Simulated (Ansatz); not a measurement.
# SiAsH4+ (singlet): the correlation ladder, cc-pVDZ

The task here is to estimate one member of a computed series from the others.

Method: cc-pVDZ, core rule «outside noble gas», up to 19 orbitals frozen; program: Ansatz 0.2.0, Gaussian basis.

To be run: UHF; CCSD(T) on RHF; CCSD(T) on UHF; BCCD(T) on RHF; CISD; CCSDT(Q) on RHF; CCSDT(Q) on UHF.

23 further runs of the same task are left out: 1 for a known fault of the program, 8 that didn't finish, 14 set aside as unsound or not needed.

**The system**

The geometry is a PBE0/def2-TZVP stationary point (not a proven minimum) of the parent state, kept for this charge and spin. No spin-orbit coupling is included. The filled d shell of As may be among the frozen orbitals whatever the setting's name suggests; the logs give the count.

6 atoms, charge 1, spin multiplicity 1.

Atoms are counted from 1 here; the program's logs count them from 0.

Bond lengths: Si1–As2 2.356 Å, Si1–H3 1.492 Å, Si1–H4 1.492 Å, As2–H5 1.521 Å, As2–H6 1.521 Å. Angles: As2–Si1–H3 109.0°, As2–Si1–H4 109.0°, H3–Si1–H4 108.3°, Si1–As2–H5 93.9°, Si1–As2–H6 93.9°, H5–As2–H6 93.1°.

Set-up of the first run:

File in.yaml:

```yaml
crystal:
  periodic: [false, false, false]
  atoms:
    - {symbol: Si, position_ang: [-0.124629, 0.000001, 1.681959]}
    - {symbol: As, position_ang: [0.057778, 0.000000, -0.667422]}
    - {symbol: H, position_ang: [0.561776, -1.209969, 2.222531]}
    - {symbol: H, position_ang: [0.561775, 1.209971, 2.222530]}
    - {symbol: H, position_ang: [-0.972792, -1.104005, -0.850585]}
    - {symbol: H, position_ang: [-0.972793, 1.104003, -0.850586]}
basis:
  gaussian: {orbitals: cc-pVDZ}
total_charge: 1
magnetization: {spin_polarized: true, initial_magnetization: 0}
hamiltonian: {xc: hf}
output: {orbitals: {seedname: orbitals}}
```

The run is started by

```
ansatz run in.yaml --threads 1 --pin off --events-out ev --progress --plain --max-ram 2393MiB
```

Among the steps run: UHF; CCSD(T) on RHF; CCSD(T) on UHF; BCCD(T) on RHF; CISD; CCSDT(Q) on RHF; CCSDT(Q) on UHF.

One of the session's tables, all rows but one given; the rest of the session is left out.

```
   method  from RCCSDT(Q) (meV)
      RHF                     ?
      UHF               +6841.9
     RMP2               +1467.4
     CISD                +931.3
    RCCSD                +288.4
 RCCSD(T)                 +56.5
  BCCD(T)                 +57.4
   RCCSDT                 +16.1
RCCSDT(Q)                     0
```

Estimate the missing values for RHF.

As computed: from RCCSDT(Q) (meV): +6891.8. In the column «from RCCSDT(Q) (meV)» it is the highest.

Not comparable, so not listed: CCSD(T) on UHF; CCSDT(Q) on UHF (they don't share determinant, frozen orbitals or solution with the rows shown, or repeat one).

Caveats from the session: Warnings: restricted reference is unstable; spin contamination; large T1 diagnostic.
